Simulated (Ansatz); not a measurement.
# NaLaMnMoO6 (Cm) in Ansatz: a series of runs

Runs on NaLaMnMoO6. Level: PBE. Tasks: band structure, projected density of states, electric field gradients.

Program: Ansatz 0.2.0. These are calculated values, not measurements. Logs are shortened: lines on timing, memory, paths and dates and some standing lists are left out, and cuts for length are marked.

## 1. Starting point

It takes space group Cm (No. 8, monoclinic). Conventional cell: a = 9.956 Å, b = 5.763 Å, c = 5.524 Å, α = 90.00°, β = 123.42°, γ = 90.00°. Na (site symmetry m) is surrounded by 5 O at 2.28 to 2.46 Å. La (site symmetry m) has 5 O at 2.26 to 2.50 Å as nearest neighbours. Mn (site symmetry m) is surrounded by 5 O at 2.05 to 2.20 Å. Mo (site symmetry m) is surrounded by 6 O at 1.91 to 1.95 Å. O (site symmetry m) is surrounded by 1 Mo at 1.93 Å and 1 Mn at 2.05 Å. O (site symmetry 1) is surrounded by 1 Mo at 1.93 Å and 1 Mn at 2.19 Å. O (site symmetry 1) is surrounded by 1 Mo at 1.95 Å and 1 Mn at 2.20 Å. O (site symmetry m) is surrounded by 1 Mo at 1.91 Å.

The cell was built by a generator and needn't be a form met in nature.

## 2. Band structure, PBE, collinear spin, ferromagnetic start

input.yaml reads:

```yaml
crystal:
  lattice:
    - [4.97775, -2.88146, 0.02055]
    - [4.97775, 2.88146, 0.02055]
    - [-3.06086, 0.0, 4.59785]
  atoms:
    - { symbol: Na, position: [0.99482, 0.99482, 0.49994] }
    - { symbol: La, position: [0.75307, 0.75307, 0.78825] }
    - { symbol: Mn, position: [0.25016, 0.25016, 0.19811], spin: 4.0 }
    - { symbol: Mo, position: [0.49867, 0.49867, 0.99722], spin: 1.0 }
    - { symbol: O, position: [0.30338, 0.30338, 0.61396] }
    - { symbol: O, position: [0.32902, 0.8285, 0.87649] }
    - { symbol: O, position: [0.19558, 0.6363, 0.15354] }
    - { symbol: O, position: [0.6363, 0.19558, 0.15354] }
    - { symbol: O, position: [0.8285, 0.32902, 0.87649] }
    - { symbol: O, position: [0.7105, 0.7105, 0.34246] }
hamiltonian:
  xc: pbe
  pseudopotentials: { kind: paw }
magnetization:
  spin_polarized: true
kpoints:
  mp_grid: { grid: [6, 6, 6] }
  band_path:
    path:
      - [[0.0, 0.0, 0.0], [-0.9554977717, -0.9554977717, -0.0822158255], [-0.4499137923, -0.4499137923, -0.5572762546], [-0.5, -0.5, -0.5], [-0.5104172101, -0.4895827899, -0.5]]
      - [[-0.4895827899, 0.4895827899, 0.5], [0.0, 0.0, 0.5], [-1.4610817511, -1.4610817511, 1.3928446036], [-0.5500862077, -0.5500862077, -0.4427237454]]
      - [[0.4610817511, 1.4610817511, -1.3928446036], [-0.0445022283, 0.9554977717, -0.9177841745], [-0.5, 0.5, 0.0], [0.0, 0.0, 0.0], [-0.5, 0.0, -0.5]]
      - [[-0.5, 0.0, 0.0], [0.0, 0.0, 0.0]]
    npoints: 10
scf:
  occupations: { method: fermi_dirac, width: 0.05 }
  n_extra_bands: 25
output:
  forces: true
  stress: true
  eigenvalues: true
  fatbands: true
```

Potentials or basis: Ansatz PAW.

Run with:

```bash
ansatz run input.yaml --threads 8 --pin off --max-ram 20480MiB --backend cpu --events-out ev --progress --plain --runs-dir out
```

Output:

```text
Warning: RAYON_NUM_THREADS=8 ignored (pool sized by the plan → 8); use --threads N
La: projections on atomic orbitals take those of the free atom [Kr 4d10] 4f0 5s2 5p6 5d1 6s2, of charge +0.00 (hamiltonian.pseudopotentials.projection_atoms); the dataset's partial waves leave at most 1.9e-5 of an orbital's norm unspanned inside its sphere
scf.n_extra_bands = 25 over 43 filled bands (N_el = 85.0): the run solves 68 bands
Engine: ansatz 0.2.0, aarch64-unknown-linux-gnu
Pseudopotentials: kind: paw
Pseudopotential: Na, paw, valence charge 9, recommended cutoff 420 eV (normal), Na.paw.azcp
Pseudopotential: La, paw, valence charge 11, recommended cutoff 420 eV (normal), La.paw.azcp
Pseudopotential: Mn, paw, valence charge 15, recommended cutoff 420 eV (normal), Mn.paw.azcp
Pseudopotential: Mo, paw, valence charge 14, recommended cutoff 420 eV (normal), Mo.paw.azcp
Pseudopotential: O, paw, valence charge 6, recommended cutoff 420 eV (normal), O.paw.azcp
Functional definition: PBE
  parameter kappa = 0.804
  parameter beta = 0.06672455060314922
  exchange = pbe_x(kappa = kappa, mu = beta*pi^2/3)
  correlation = pbe_c(beta = beta)
Crystal: 10 atoms, lattice volume = 132.258 Å³
Basis set: ecut = 420 eV, 2607 PW (Γ), exchange–correlation on 80×80×80 points (8 copies of the dense FFT grid, shifted against one another)
Bands: 68, of which v1, the nominal top of the filled ones, is band 43 counted from 1 (42 counted from 0)
Symmetry: 2 space group operations
Space group: Cm (ITA 8), of the structure as read, at distance tolerance 5.1e-5 Å
Magnetic group: BNS 8.32 (UNI 39), of the structure as read, at distance tolerance 5.1e-5 Å
k-points: 68 of 216 (time reversal used)
Non-local potential: Na, projectors of the file, l = 0: 3, l = 1: 2, l = 2: 1
Non-local potential: La, projectors of the file, l = 0: 3, l = 1: 2, l = 2: 2, l = 3: 3
Non-local potential: Mn, projectors of the file, l = 0: 3, l = 1: 2, l = 2: 3, l = 3: 1
Non-local potential: Mo, projectors of the file, l = 0: 3, l = 1: 2, l = 2: 2, l = 3: 1
Non-local potential: O, projectors of the file, l = 0: 2, l = 1: 2, l = 2: 1
PAW form: soft (Blöchl's): semilocal exchange-correlation on the pseudo side does not see the compensation charge
PAW one-centre angular grid: Na, 110 points (default); XC on 64 Gauss nodes
PAW one-centre angular grid: La, 590 points (default); XC on 64 Gauss nodes
PAW one-centre angular grid: Mn, 590 points (default); XC on 64 Gauss nodes
PAW one-centre angular grid: Mo, 590 points (default); XC on 64 Gauss nodes
PAW one-centre angular grid: O, 110 points (default); XC on 64 Gauss nodes
Initial density: superposition of atomic densities (chi_scale 0.1, normalization cell, long waves kept (reshape's long-wave potential 0.01 eV rms))
Starting moments: Σ|m| = 5 μB on 2 of 10 sites
Initial wavefunctions: pseudopotential atomic-orbital guess
Functional: x = pbe(κ = 0.804, μ = 0.2195149727645171), c = pbe(β = 0.06672455060314922)
SCF iter   1: F=—  HF=-20008.343698 eV  |F-HF|=—  |Δ(HF+E_count)|=         —  Δρ=9.36e-2 (↑9.36e-2 ↓4.16e-2)  dr2=3.38e1  dr2_m=1.32e0  M=5.000 μB ∫|m|=5.000 μB  β_m=0.30  ethr=3.10e-3  ⟨swp⟩=5.0  Hψ=32196  notcnv=0  defer=500
Mixer restart at iter 1: flushing history
preconditioner: auto → Resta (q_TF=auto, 2.534 Å⁻¹)  ε∞=4.6  [insulator: Δε(μ)=0.966 eV  Ē_g=13.669 eV  σ=0.050 eV  W_gap=1.00  n_scr=32 (ndim 8)  ℏωp=26.0 eV  f_vac=0.000  D(μ)=0.00/eV (n_scr^D=0)  ε∞_Penn≈4.6]
spin=Collinear: Resta preconditioning applied to the charge; magnetization (m = ρ↑ − ρ↓) channel mixes plain (no charge-response kernel on spin).
SCF iter   2: F=—  HF=-20004.743744 eV  |F-HF|=—  |Δ(HF+E_count)|=    3.60e0  Δρ=5.01e-2 (↑5.01e-2 ↓2.44e-2)  dr2=9.83e0  dr2_m=6.35e-1  M=5.000 μB ∫|m|=5.001 μB  β_m=0.44  ethr=3.10e-3  ⟨swp⟩=3.0  Hψ=19965  notcnv=0  defer=1480
SCF iter   3: F=—  HF=-20002.770742 eV  |F-HF|=—  |Δ(HF+E_count)|=    1.97e0  Δρ=1.44e-2 (↑1.44e-2 ↓1.34e-2)  dr2=8.46e-1  dr2_m=2.51e-2  M=5.000 μB ∫|m|=5.007 μB  β_m=0.47  ethr=3.10e-3  ⟨swp⟩=3.0  Hψ=17847  notcnv=0  defer=1742
SCF iter   4: F=—  HF=-20002.684764 eV  |F-HF|=—  |Δ(HF+E_count)|=   8.60e-2  Δρ=6.39e-3 (↑5.94e-3 ↓6.39e-3)  dr2=1.65e-1  dr2_m=1.40e-3  M=5.000 μB ∫|m|=5.009 μB  β_m=0.61  ethr=9.96e-4  ⟨swp⟩=2.4  Hψ=12037  notcnv=0  defer=2264
SCF iter   5: F=—  HF=-20002.767109 eV  |F-HF|=—  |Δ(HF+E_count)|=   8.23e-2  Δρ=3.97e-3 (↑3.97e-3 ↓3.43e-3)  dr2=8.09e-2  dr2_m=4.59e-4  M=5.000 μB ∫|m|=5.012 μB  β_m=0.62  ethr=1.95e-4  ⟨swp⟩=2.0  Hψ=15473  notcnv=0  defer=2263
SCF iter   6: F=—  HF=-20002.772756 eV  |F-HF|=—  |Δ(HF+E_count)|=   5.65e-3  Δρ=2.12e-3 (↑1.89e-3 ↓2.12e-3)  dr2=1.91e-2  dr2_m=4.17e-4  M=5.000 μB ∫|m|=5.013 μB  β_m=0.60  ethr=9.52e-5  ⟨swp⟩=2.1  Hψ=13041  notcnv=0  defer=2263
SCF iter   7: F=—  HF=-20002.771631 eV  |F-HF|=—  |Δ(HF+E_count)|=   1.13e-3  Δρ=7.73e-4 (↑7.73e-4 ↓6.16e-4)  dr2=1.92e-3  dr2_m=2.05e-4  M=5.000 μB ∫|m|=5.014 μB  β_m=0.79  ethr=2.24e-5  ⟨swp⟩=2.2  Hψ=13121  notcnv=0  defer=2256
SCF iter   8: F=—  HF=-20002.773103 eV  |F-HF|=—  |Δ(HF+E_count)|=   1.47e-3  Δρ=2.32e-4 (↑2.32e-4 ↓2.17e-4)  dr2=1.61e-4  dr2_m=2.28e-5  M=5.000 μB ∫|m|=5.014 μB  β_m=0.75  ethr=2.26e-6  ⟨swp⟩=2.0  Hψ=15749  notcnv=0  defer=2256
SCF iter   9: F=—  HF=-20002.773151 eV  |F-HF|=—  |Δ(HF+E_count)|=   4.84e-5  Δρ=1.38e-4 (↑1.02e-4 ↓1.38e-4)  dr2=7.15e-5  dr2_m=1.75e-6  M=5.000 μB ∫|m|=5.014 μB  β_m=0.82  ethr=1.90e-7  ⟨swp⟩=2.0  Hψ=13695  notcnv=0  defer=2256
SCF iter  10: F=—  HF=-20002.773179 eV  |F-HF|=—  |Δ(HF+E_count)|=   2.74e-5  Δρ=1.01e-4 (↑1.01e-4 ↓1.00e-4)  dr2=5.00e-5  dr2_m=3.39e-8  M=5.000 μB ∫|m|=5.014 μB  β_m=0.69  ethr=8.41e-8  ⟨swp⟩=2.0  Hψ=12919  notcnv=0  defer=2256
SCF iter  11: F=—  HF=-20002.773175 eV  |F-HF|=—  |Δ(HF+E_count)|=   4.18e-6  Δρ=3.41e-5 (↑3.41e-5 ↓1.46e-5)  dr2=2.14e-6  dr2_m=2.34e-7  M=5.000 μB ∫|m|=5.014 μB  β_m=0.67  ethr=5.88e-8  ⟨swp⟩=2.0  Hψ=11152  notcnv=0  defer=2256
SCF iter  12: F=—  HF=-20002.773175 eV  |F-HF|=—  |Δ(HF+E_count)|=   3.50e-7  Δρ=1.05e-5 (↑1.03e-5 ↓1.05e-5)  dr2=5.73e-7  dr2_m=3.76e-9  M=5.000 μB ∫|m|=5.014 μB  β_m=0.62  ethr=2.51e-9  ⟨swp⟩=2.0  Hψ=14614  notcnv=0  defer=2256
SCF iter  13: F=—  HF=-20002.773175 eV  |F-HF|=—  |Δ(HF+E_count)|=   1.04e-7  Δρ=3.78e-6 (↑3.33e-6 ↓3.78e-6)  dr2=9.00e-8  dr2_m=1.10e-9  M=5.000 μB ∫|m|=5.014 μB  β_m=0.81  ethr=6.74e-10  ⟨swp⟩=2.0  Hψ=12249  notcnv=0  defer=2256
SCF iter  14: F=-20002.773175 eV  HF=-20002.773175 eV  |F-HF|=2.52e-8  |Δ(HF+E_count)|=   7.23e-8  Δρ=3.12e-6 (↑3.12e-6 ↓3.11e-6)  dr2=5.17e-8  dr2_m=1.03e-10  M=5.000 μB ∫|m|=5.014 μB  ethr=1.06e-10  ⟨swp⟩=10.3  Hψ=49911  notcnv=0
SCF 1 converged in 14 iterations: F = -20002.773175 eV  dr2 = 5.17e-8
NSCF: frozen V_eff on 124 k-points
SCF converged after 14 iterations
Magnetization: 5.0000 μB (45.0000 up, 40.0000 down)
Absolute magnetization: 5.0139 μB (∫|ρ↑−ρ↓|, with the PAW one-centre terms)
Spin contamination: 0.0112 ħ² per cell (⟨S²⟩ above its minimum at these occupations)
Per-site moments (μB) at R_I (Å): [(0.0004641958738269528, 0.9397287604887511), (0.006174070621871111, 0.9309397218549476), (3.9123770594937723, 0.8470085746036821), (0.09226644346827907, 0.7885589158086568), (0.02112645427012972, 0.7964780466409165), (0.026217703653792567, 0.7974674252001343), (0.04515190372644755, 0.8062067899419498), (0.045151903726447444, 0.8062067899419498), (0.026217703653792484, 0.7974674252001343), (0.021969835706544972, 0.7885589158086568)]
Free energy (F): -20002.773175 eV
Harris-Foulkes:  -20002.773175 eV  (|F-HF|=2.52e-8)
Internal energy: -20002.773162 eV  (E = F + TS)
E sigma→0 (E₀):  -20002.773168 eV
Entropy (-TS):   -0.000014 eV (-0.001 meV/atom)
Fermi energy:    9.941456 eV
--- Per-component energies (eV) ---
  E_band       = -721.243626
  E_kinetic    = 2099.096508
  E_local      = -7328.780963  (includes V_loc(G=0)·N_el)
  E_nonlocal   = 890.628273
  E_hartree    = 2759.269031
  E_xc         = -915.544432
  E_vxc        = -1133.221809  (∫ρ·V_xc dr)
  E_paw        = -11134.079194  (= ΣΔE_a)
  E_vpaw       = -767.521736  (= ΣTr[D̂ρ^β])
  E_aug_tail   = 0.014392  (compensation charges beyond the density's cutoff)
  E_ewald      = -6373.376778
  E_smearing   = -0.000014  (= −TS)
  E_closure    = 0.000000  (closes the sum)
  Σ components = -20002.773175   (vs F -20002.773175, Δ=0.00e0)
--- Forces (eV/Å), atoms counted from 1 ---
  atom   1  Na    -0.00046661    -0.00000000    -0.00250537
  atom   2  La     0.00131974    -0.00000000    -0.00041016
  atom   3  Mn    -0.00039590     0.00000000     0.00070283
  atom   4  Mo     0.00024647     0.00000000     0.00074236
  atom   5  O      0.00042553    -0.00000000     0.00253948
  atom   6  O      0.00006154    -0.00372060     0.00129865
  atom   7  O     -0.00019983    -0.00029276     0.00082890
  atom   8  O     -0.00019983     0.00029276     0.00082890
  atom   9  O      0.00006154     0.00372060     0.00129865
  atom  10  O     -0.00095757     0.00000000    -0.00524694
  max |Σ_I F_I| component: 1.05e-4 eV/Å
--- Stress (GPa, compression-positive) ---
        0.014638       0.000000       0.000330
        0.000000      -0.006484      -0.000000
        0.000330      -0.000000      -0.000483
  P = ⅓ Tr σ = 0.0026 GPa (0.026 kbar)
--- Band table (eV; the first three rows and the last of 136) ---
  k-point 0 ↑: bands = ["-71.2681", "-53.4813", "-40.8160", "-40.0458", "-40.0129", "-40.0024", "-27.6196", "-27.5731", "-27.5590", "-22.0753", "-12.7887", "-12.7766", "-12.7633", "-9.1927", "-8.9193", "-8.8136", "-8.2534", "-7.8745", "-7.7912", "-5.6331", "-5.4063", "-5.0889", "3.6492", "3.7778", "3.8290", "4.1588", "4.2059", "4.2955", "5.4895", "5.8015", "5.9450", "6.1677", "6.3366", "6.4389", "6.4643", "6.8972", "6.9211", "6.9216", "7.0038", "7.7034", "8.0082", "8.6482", "8.9268", "8.9538", "9.4444", "10.4852", "10.7384", "11.0261", "12.5005", "12.8279", "12.8347", "12.8556", "12.9163", "12.9185", "13.0711", "13.0729", "14.1580", "14.4439", "15.1234", "15.2970", "15.6722", "15.7262", "15.7964", "17.7003", "18.5324", "19.4023", "19.6837", "20.8422"]
  k-point 1 ↑: bands = ["-71.2681", "-53.4813", "-40.8160", "-40.0458", "-40.0129", "-40.0024", "-27.6196", "-27.5731", "-27.5591", "-22.0744", "-12.7902", "-12.7767", "-12.7644", "-9.2963", "-8.9224", "-8.6479", "-8.2901", "-7.8760", "-7.8643", "-5.6102", "-5.3881", "-5.0066", "3.5305", "3.7697", "3.8073", "4.1806", "4.1999", "4.4002", "5.3733", "5.5926", "5.8361", "6.2000", "6.2752", "6.4332", "6.4660", "6.9053", "6.9429", "7.0274", "7.0885", "7.7916", "8.0669", "8.6093", "8.8403", "8.9222", "9.4461", "10.4715", "10.8496", "10.9794", "12.6926", "12.8101", "12.8568", "12.8584", "12.9008", "12.9152", "13.0559", "13.1611", "14.1237", "14.4701", "15.1507", "15.3723", "15.5779", "15.9149", "15.9232", "17.8892", "18.5844", "19.3731", "19.4440", "20.3200"]
  k-point 2 ↑: bands = ["-71.2681", "-53.4813", "-40.8160", "-40.0458", "-40.0129", "-40.0024", "-27.6197", "-27.5730", "-27.5594", "-22.0726", "-12.7932", "-12.7769", "-12.7666", "-9.3946", "-8.9285", "-8.4282", "-8.3686", "-7.9901", "-7.8789", "-5.5644", "-5.3515", "-4.8523", "3.3087", "3.7604", "3.8426", "4.1579", "4.2678", "4.5140", "5.0118", "5.4313", "5.5803", "6.1995", "6.2251", "6.4229", "6.5120", "6.9274", "7.0847", "7.0959", "7.2818", "7.7357", "8.1736", "8.5187", "8.7321", "8.9326", "9.4685", "10.4779", "10.8958", "11.0498", "12.7900", "12.8406", "12.8600", "12.8722", "12.8987", "12.9083", "13.0193", "13.4105", "14.1851", "14.5392", "15.2196", "15.4726", "15.6569", "16.1393", "16.2230", "18.0225", "18.6864", "19.0042", "19.3893", "19.6614"]
  k-point 67 ↓: bands = ["-66.4557", "-53.3676", "-40.8155", "-35.3361", "-35.3125", "-35.2668", "-27.5058", "-27.4486", "-27.4258", "-22.0626", "-12.7920", "-12.7785", "-12.7644", "-9.1853", "-8.9218", "-8.4721", "-8.3246", "-8.1678", "-7.7227", "-5.4663", "-5.2046", "-4.7893", "3.6448", "3.9160", "3.9725", "4.1358", "4.3291", "4.9056", "5.1385", "5.4905", "5.5495", "6.2177", "6.4200", "6.7595", "7.0136", "7.1223", "7.2209", "7.6139", "7.7130", "7.8524", "10.3804", "10.8044", "11.1525", "12.1656", "12.3286", "12.5758", "12.7197", "12.7600", "12.8376", "12.8776", "12.8812", "12.9166", "12.9657", "13.0219", "13.0932", "13.8626", "14.5208", "15.0546", "15.3763", "15.9417", "16.2087", "16.2858", "16.5220", "17.4998", "19.2192", "19.8114", "19.9473", "20.3212"]
```

Wall time 69 s (8 threads of Arm Neoverse V1, shared host); peak memory 1.5 GiB.

What came out:

| Quantity | Value |
| --- | --- |
| Free energy | -20002.7732 eV |
| Pressure | 0.0 GPa |
| Largest force | 0.005 eV/Å |
| Band gap on the k mesh | 0.90 eV, indirect (least direct gap 0.98 eV) |
| Band gap along the path | 0.90 eV, indirect (least direct gap 0.98 eV) |
| Net moment | 5.00 μB per cell |
| Absolute moment | 5.01 μB per cell |
| Site moments | Na +0.00; La +0.01; Mn +3.91; Mo +0.09; O +0.02, +0.03, +0.05 μB |

Forces in eV/Å, atoms in the order of the input:
```
Na   0.000  0.000 -0.003
La   0.001  0.000  0.000
Mn   0.000  0.000  0.001
Mo   0.000  0.000  0.001
O    0.000  0.000  0.003
O    0.000 -0.004  0.001
O    0.000  0.000  0.001
O    0.000  0.000  0.001
O    0.000  0.004  0.001
O   -0.001  0.000 -0.005
```

Levels at the corners of the path, in eV from the valence-band top:
Spin up:
```csv
point,band 43,band 44,band 45,band 46,band 47,band 48
Γ,-0.55,-0.53,-0.04,1.00,1.26,1.55
Y,-0.56,-0.54,-0.04,1.01,1.27,1.55
F,-0.70,-0.57,-0.16,1.15,1.39,1.67
L,-0.71,-0.57,-0.16,1.15,1.40,1.67
I,-0.71,-0.57,-0.16,1.15,1.39,1.67
I1,-0.71,-0.57,-0.16,1.15,1.39,1.67
Z,-0.77,-0.50,0.00,1.01,1.38,1.66
H,-0.69,-0.57,-0.16,1.15,1.42,1.65
F1,-0.70,-0.57,-0.16,1.15,1.39,1.67
H1,-0.69,-0.57,-0.16,1.15,1.42,1.65
Y1,-0.56,-0.54,-0.04,1.01,1.27,1.55
X,-0.76,-0.70,-0.14,1.02,1.41,1.87
Γ,-0.55,-0.53,-0.04,1.00,1.26,1.55
N,-0.70,-0.57,-0.15,1.20,1.52,1.62
M,-0.69,-0.61,-0.19,1.22,1.50,1.65
Γ,-0.55,-0.53,-0.04,1.00,1.26,1.55
```
Spin down:
```csv
point,band 38,band 39,band 40,band 41,band 42,band 43
Γ,-2.26,-2.07,-1.71,0.95,1.37,1.53
Y,-2.23,-2.06,-1.69,0.95,1.36,1.53
F,-1.87,-1.77,-1.63,0.91,1.33,1.66
L,-1.87,-1.77,-1.63,0.90,1.32,1.67
I,-1.87,-1.77,-1.63,0.90,1.32,1.67
I1,-1.87,-1.77,-1.63,0.90,1.32,1.67
Z,-2.13,-1.81,-1.70,1.01,1.35,1.41
H,-1.88,-1.80,-1.61,0.91,1.37,1.65
F1,-1.87,-1.77,-1.63,0.91,1.33,1.66
H1,-1.88,-1.80,-1.61,0.91,1.37,1.65
Y1,-2.23,-2.06,-1.69,0.95,1.36,1.53
X,-1.83,-1.78,-1.33,0.96,1.25,1.79
Γ,-2.26,-2.07,-1.71,0.95,1.37,1.53
N,-2.01,-1.77,-1.62,1.12,1.34,1.61
M,-2.23,-2.13,-1.55,1.24,1.46,1.57
Γ,-2.26,-2.07,-1.71,0.95,1.37,1.53
```

Caveat: the pressure holds a Pulay correction of +0.5 GPa for the finite cutoff; spin-orbit coupling is left out, which moves the levels of the heavy elements; a cell with one magnetic atom can't hold antiferromagnetic order, which such compounds often take. A hybrid or GW would open this gap; PBE tends to underestimate it.

(Part 1 of 2 ends here.)
